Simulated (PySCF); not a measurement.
# F2O3Re (Re(O)3(F)2-): the cost of one run

Computed with PySCF 2.14.0. Level: r2SCAN, Re def2-SVP with ECP60, O def2-SVP, F def2-SVP; scalar-relativistic core potentials, no spin–orbit coupling.

4 further runs of the same task are left out: 2 for a known fault of the program, 1 that didn't finish, 1 set aside as unsound or not needed.

## Step 1: Where the work starts

6 atoms, charge -1, spin multiplicity 1.

Bond lengths: Re1–O2 1.736 Å, Re1–O3 1.736 Å, Re1–O4 1.736 Å, Re1–F5 1.922 Å, Re1–F6 1.922 Å. Angles: O2–Re1–O3 119.8°, O2–Re1–O4 120.1°, O2–Re1–F5 90.0°, O2–Re1–F6 90.0°, O3–Re1–O4 120.1°, O3–Re1–F5 90.0°, O3–Re1–F6 90.0°, O4–Re1–F5 90.0°, O4–Re1–F6 90.0°, F5–Re1–F6 179.9°.

Geometry (Å):

```xyz
6
charge -1, multiplicity 1
Re   -0.0051    0.0000    0.0000
O    -0.8756    0.0000    1.5019
O    -0.8756    0.0000   -1.5019
O     1.7311    0.0000    0.0000
F    -0.0034    1.9221    0.0000
F    -0.0034   -1.9221    0.0000
```

Formal oxidation states: Re +7. An earlier session relaxed this geometry at r2SCAN, Re def2-SVP with ECP60, O def2-SVP, F def2-SVP (singlet, point group D3h).

Its energy there is -503.442617 Eh.

## Step 2: Atoms moved at random, σ = 0.1 Å

File run.py (the lines that set the calculation):

```python
mol = gto.M(atom='''
Re     0.04602     0.03877    -0.02930
O     -0.81545     0.05332     1.61028
O     -0.97624     0.02473    -1.50438
O      1.88612    -0.01298     0.00327
F     -0.04817     1.76533    -0.11710
F     -0.12431    -1.86917     0.03722''',
    basis={'Re': 'def2-SVP', 'O': 'def2-SVP', 'F': 'def2-SVP'},
    ecp={'Re': 'def2-SVP'},
    charge=-1, spin=0)
mf = dft.RKS(mol, xc='R2SCAN')
mf.grids.atom_grid = (50, 194)
mf = mf.density_fit()  # fitting sets: Re def2-universal-JKFIT, O def2-universal-JKFIT, F def2-universal-JKFIT
mf.conv_tol = 1e-08; mf.max_cycle = 55
mf.kernel(dm0)  # dm0: the density of the relaxed state
```

The run is started by

```console
> OMP_NUM_THREADS=2 python run.py
```

**Question.** How long does this run take on 2 threads of Arm Neoverse V1, shared host?

About 5.3 s.
